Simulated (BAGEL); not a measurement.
# GaH2O2F (SMILES [OH][Ga]([OH])[F]): HF/3-21G (density fitting with qzvpp-jkfit)

Aim: the vertical ionisation energy of GaH2O2F at HF/3-21G (density fitting with qzvpp-jkfit), from 2 runs. 

The results are computed with BAGEL 1.2.2.

6 further runs of the same task are left out: 4 that didn't finish, 2 set aside as unsound or not needed.

## 1. Starting point

The species is GaH2O2F (6 atoms), meant as a singlet with charge 0. As SMILES, `[OH][Ga]([OH])[F]`. Geometry: relaxed at PBE0-D4/def2-TZVP. This is one conformer, not always the lowest.

Bond lengths: O1–Ga2 1.769 Å, Ga2–O3 1.762 Å, Ga2–F4 1.743 Å, O1–H5 0.960 Å, O3–H6 0.960 Å. Angles: O1–Ga2–O3 123.2°, O1–Ga2–F4 118.9°, O3–Ga2–F4 117.8°, Ga2–O1–H5 113.2°, Ga2–O3–H6 112.9°.

## 2. The energy at HF/3-21G (density fitting with qzvpp-jkfit)

input.json

```json
{ "bagel" : [

{
  "title" : "molecule",
  "basis" : "3-21g",
  "df_basis" : "qzvpp-jkfit",
  "angstrom" : true,
  "geometry" : [
    { "atom" : "O", "xyz" : [   -0.297200,    1.351000,   -0.574800 ] },
    { "atom" : "Ga", "xyz" : [   -0.068200,   -0.342400,   -0.117600 ] },
    { "atom" : "O", "xyz" : [    0.794400,   -0.842300,    1.335300 ] },
    { "atom" : "F", "xyz" : [   -0.722600,   -1.588800,   -1.144800 ] },
    { "atom" : "H", "xyz" : [   -0.788800,    1.459000,   -1.392800 ] },
    { "atom" : "H", "xyz" : [    1.124200,   -0.100400,    1.848500 ] }
  ]
},
{ "title" : "hf" },
{ "title" : "print", "file" : "orbitals.molden", "orbitals" : true }

]}
```

Run with:

```
$ BAGEL_NUM_THREADS=1 BAGEL input.json > input.out
```

Log:

```text
* using 1 threads per process

  ===============================================================
  ===============================================================

  *** Geometry ***

  { "atom" : "O", "xyz" : [     -0.561627,      2.553020,     -1.086215 ] },
  { "atom" : "Ga", "xyz" : [     -0.128879,     -0.647042,     -0.222232 ] },
  { "atom" : "O", "xyz" : [      1.501198,     -1.591716,      2.523351 ] },
  { "atom" : "F", "xyz" : [     -1.365516,     -3.002397,     -2.163358 ] },
  { "atom" : "H", "xyz" : [     -1.490616,      2.757110,     -2.632011 ] },
  { "atom" : "H", "xyz" : [      2.124430,     -0.189729,      3.493159 ] },

  Number of auxiliary basis functions:      533

  Since a DF basis is specified, we compute 2- and 3-index integrals:
    o Being stored without compression. Storage requirement is 0.012 GB

  Number of basis functions:       53
  Number of electrons      :       58

    * METHOD: MOLECULE                             0.22

  *** RHF ***

  === Nuclear Repulsion ===
   297.9143713086

      * DIIS with orbital gradients will be used.

  === RHF iteration (3-21g) ===
      0      -2162.66569305          0.03719190           0.05
      1      -2162.85671100          0.02185960           0.05
      2      -2162.94276384          0.00104085           0.05
      3      -2162.94326628          0.00033803           0.05
      4      -2162.94329967          0.00011639           0.05
      5      -2162.94330666          0.00002671           0.05
      6      -2162.94330721          0.00000628           0.05
      7      -2162.94330724          0.00000289           0.05
      8      -2162.94330724          0.00000090           0.05
      9      -2162.94330724          0.00000032           0.05
     10      -2162.94330724          0.00000012           0.05
     11      -2162.94330724          0.00000004           0.05
     12      -2162.94330724          0.00000002           0.05
     13      -2162.94330724          0.00000001           0.05
    * SCF iteration converged.

    * Permanent dipole moment:
           (    0.023914,    -0.890842,     0.079198) a.u.

    * METHOD: HF                                   0.86

    * METHOD: PRINT                                0.01

  ===============================================================
```

It took 1.2 s on 1 thread of Arm Neoverse V1, shared host; peak memory 0.095 GiB.

## 3. The doublet cation

job.json

```json
{ "bagel": [

{
  "title": "molecule",
  "basis": "3-21g",
  "df_basis": "qzvpp-jkfit",
  "angstrom": true,
  "geometry": [
    { "atom": "O", "xyz": [      -0.297200,       1.351000,      -0.574800 ] },
    { "atom": "Ga", "xyz": [      -0.068200,      -0.342400,      -0.117600 ] },
    { "atom": "O", "xyz": [       0.794400,      -0.842300,       1.335300 ] },
    { "atom": "F", "xyz": [      -0.722600,      -1.588800,      -1.144800 ] },
    { "atom": "H", "xyz": [      -0.788800,       1.459000,      -1.392800 ] },
    { "atom": "H", "xyz": [       1.124200,      -0.100400,       1.848500 ] }
  ]
},

{
  "title": "uhf",
  "charge": 1,
  "nopen": 1
},

{
  "title": "print",
  "file": "orbitals.molden",
  "orbitals": true
}

]}
```

Run with:

```
$ BAGEL_NUM_THREADS=1 BAGEL job.json > job.out
```

Log:

```text
* using 1 threads per process

  ===============================================================
  ===============================================================

  *** Geometry ***

  { "atom" : "O", "xyz" : [     -0.561627,      2.553020,     -1.086215 ] },
  { "atom" : "Ga", "xyz" : [     -0.128879,     -0.647042,     -0.222232 ] },
  { "atom" : "O", "xyz" : [      1.501198,     -1.591716,      2.523351 ] },
  { "atom" : "F", "xyz" : [     -1.365516,     -3.002397,     -2.163358 ] },
  { "atom" : "H", "xyz" : [     -1.490616,      2.757110,     -2.632011 ] },
  { "atom" : "H", "xyz" : [      2.124430,     -0.189729,      3.493159 ] },

  Number of auxiliary basis functions:      533

  Since a DF basis is specified, we compute 2- and 3-index integrals:
    o Being stored without compression. Storage requirement is 0.012 GB

  Number of basis functions:       53
  Number of electrons      :       58

    * METHOD: MOLECULE                             0.22

  *** Open-shell HF ***

  === Nuclear Repulsion ===
   297.9143713086

      * DIIS with orbital gradients will be used.

  === UHF iteration (3-21g) ===
      0      -2162.33755105          0.05333566           0.10
      1      -2162.47689030          0.03232926           0.10
      2      -2162.51294208          0.01940022           0.10
      3      -2162.53185190          0.00220682           0.10
      4      -2162.53293995          0.00125488           0.10
      5      -2162.53382950          0.00043530           0.10
      6      -2162.53401163          0.00016119           0.10
      7      -2162.53404231          0.00007265           0.10
      8      -2162.53404992          0.00001739           0.10
      9      -2162.53405067          0.00001769           0.10
     10      -2162.53405079          0.00001518           0.10
     11      -2162.53405103          0.00002446           0.10
     12      -2162.53405066          0.00000784           0.10
     13      -2162.53405077          0.00000323           0.10
     14      -2162.53405081          0.00000177           0.10
     15      -2162.53405083          0.00000145           0.10
     16      -2162.53405083          0.00000131           0.10
     17      -2162.53405083          0.00000127           0.10
     18      -2162.53405083          0.00000126           0.11
     19      -2162.53405084          0.00000125           0.10
     20      -2162.53405085          0.00000121           0.10
     21      -2162.53405088          0.00000110           0.10
     22      -2162.53405091          0.00000098           0.10
     23      -2162.53405096          0.00000072           0.10
     24      -2162.53405099          0.00000086           0.10
     25      -2162.53405099          0.00000076           0.10
     26      -2162.53405099          0.00000083           0.10
     27      -2162.53405099          0.00000058           0.10
     28      -2162.53405100          0.00000044           0.10
     29      -2162.53405100          0.00000033           0.10
     30      -2162.53405100          0.00000025           0.10
     31      -2162.53405100          0.00000019           0.10
     32      -2162.53405100          0.00000015           0.10
     33      -2162.53405100          0.00000015           0.10
     34      -2162.53405100          0.00000015           0.10
     35      -2162.53405100          0.00000015           0.10
     36      -2162.53405100          0.00000017           0.10
     37      -2162.53405100          0.00000014           0.10
     38      -2162.53405100          0.00000007           0.10
     39      -2162.53405100          0.00000007           0.10
     40      -2162.53405100          0.00000005           0.10
     41      -2162.53405100          0.00000005           0.10
     42      -2162.53405100          0.00000005           0.10
     43      -2162.53405100          0.00000005           0.10
     44      -2162.53405100          0.00000004           0.10
     45      -2162.53405100          0.00000004           0.10
     46      -2162.53405100          0.00000004           0.10
     47      -2162.53405100          0.00000003           0.10
     48      -2162.53405100          0.00000003           0.10
     49      -2162.53405100          0.00000002           0.10
     50      -2162.53405100          0.00000001           0.10
     51      -2162.53405100          0.00000001           0.10
     52      -2162.53405100          0.00000001           0.10
    * SCF iteration converged.

    * S^2 (UHF) is 0.8849

    * Permanent dipole moment:
           (   -0.428773,    -2.040238,    -0.602272) a.u.

    * METHOD: UHF                                  5.50

    * METHOD: PRINT                                0.01

  ===============================================================
```

It took 6 s on 1 thread of Arm Neoverse V1, shared host; peak memory 0.094 GiB.

## 4. Summary of results

At HF/3-21G (density fitting with qzvpp-jkfit):

| quantity | value |
| --- | --- |
| singlet GaH2O2F: total energy | -2162.94331 Eh |
| singlet GaH2O2F: dipole moment | 2.27 D |
| singlet GaH2O2F: HOMO energy | -13.05 eV |
| singlet GaH2O2F: LUMO energy | 2.31 eV |
| singlet GaH2O2F: HOMO–LUMO gap | 15.36 eV |
| doublet cation: total energy | -2162.53405 Eh |
| doublet cation: ⟨S²⟩ | 0.885 |
| vertical ionisation energy (to the doublet cation) | 11.136 eV |

**Reading.** The vertical ionisation energy comes to 11.14 eV (257 kcal/mol). The negative HOMO energy of the first species, 13.05 eV, lies 1.91 eV above that difference. ⟨S²⟩ (doublet cation) is 0.88 where a pure doublet has 0.75: the reference is spin-contaminated.
